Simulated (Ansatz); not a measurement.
**CH₅BrGe: basis-set convergence**

One table from this session's results is given with a row withheld; the runs are named, their logs left out.

Computed with Ansatz 0.2.0, Gaussian basis. Level: one geometry, several basis sets.

The runs, in order: PBE0-D4/def2-SVP; ωB97M-V/def2-SVP; PBE0-D4/def2-QZVPP; ωB97M-V/def2-QZVPP; the functionals' def2-TZVPP values are taken from earlier runs.

**Structure used throughout**

An earlier PBE0-D4 in a triple-zeta def2 set relaxation fixed the geometry.

SMILES `[CH3][GeH2][Br]`, 8 atoms, charge 0, spin multiplicity 1.

Atoms are counted from 1 here; the program's logs count them from 0.

Bond lengths: C1–Ge2 1.941 Å, C1–H4 1.090 Å, C1–H5 1.090 Å, C1–H6 1.092 Å, Ge2–Br3 2.320 Å, Ge2–H7 1.536 Å, Ge2–H8 1.536 Å. Angles: Ge2–C1–H4 109.8°, Ge2–C1–H5 109.8°, Ge2–C1–H6 109.8°, H4–C1–H5 109.1°, H4–C1–H6 109.1°, H5–C1–H6 109.1°, C1–Ge2–Br3 107.7°, C1–Ge2–H7 112.7°, C1–Ge2–H8 112.7°, Br3–Ge2–H7 106.2°, Br3–Ge2–H8 106.2°, H7–Ge2–H8 110.8°.

Set-up of the first run:

File in.yaml:

```yaml
crystal:
  periodic: [false, false, false]
  atoms:
    - {symbol: C, position_ang: [-0.618556, 0.789362, -0.358726]}
    - {symbol: Ge, position_ang: [0.446502, -0.762611, 0.115246]}
    - {symbol: Br, position_ang: [1.666829, -0.228992, 2.014374]}
    - {symbol: H, position_ang: [0.034178, 1.638901, -0.558645]}
    - {symbol: H, position_ang: [-1.290284, 1.041535, 0.461600]}
    - {symbol: H, position_ang: [-1.209218, 0.574283, -1.251441]}
    - {symbol: H, position_ang: [1.474777, -1.128974, -0.964924]}
    - {symbol: H, position_ang: [-0.412028, -1.980505, 0.486717]}
basis:
  gaussian: {orbitals: def2-SVP}
hamiltonian: {xc: pbe0, dispersion: d4}
output: {orbitals: {seedname: orbitals}}
```

Launch:

```bash
> ansatz run in.yaml --threads 4 --pin off --events-out ev --progress --plain --max-ram 10444MiB
```

Among the steps run: PBE0-D4 in def2-SVP; ωB97M-V in def2-SVP; PBE0-D4 in def2-QZVPP; ωB97M-V in def2-QZVPP.

One of the session's tables, all rows but one given; the rest of the session is left out.

| functional | basis | HOMO (eV) | LUMO (eV) |
| --- | --- | --- | --- |
| PBE0-D4 | def2-SVP | -7.91 | -0.01 |
| PBE0-D4 | def2-TZVPP | -8.05 | -0.24 |
| PBE0-D4 | def2-QZVPP | ? | ? |
| ωB97M-V | def2-SVP | -10.09 | 1.97 |
| ωB97M-V | def2-TZVPP | -10.26 | 1.65 |
| ωB97M-V | def2-QZVPP | -10.26 | 1.27 |

Estimate the missing values for PBE0-D4, def2-QZVPP.

The run gave: HOMO (eV): -8.06; LUMO (eV): -0.38. In the column «HOMO (eV)» it lies between ωB97M-V, def2-SVP (-10.09) and PBE0-D4, def2-TZVPP (-8.05).
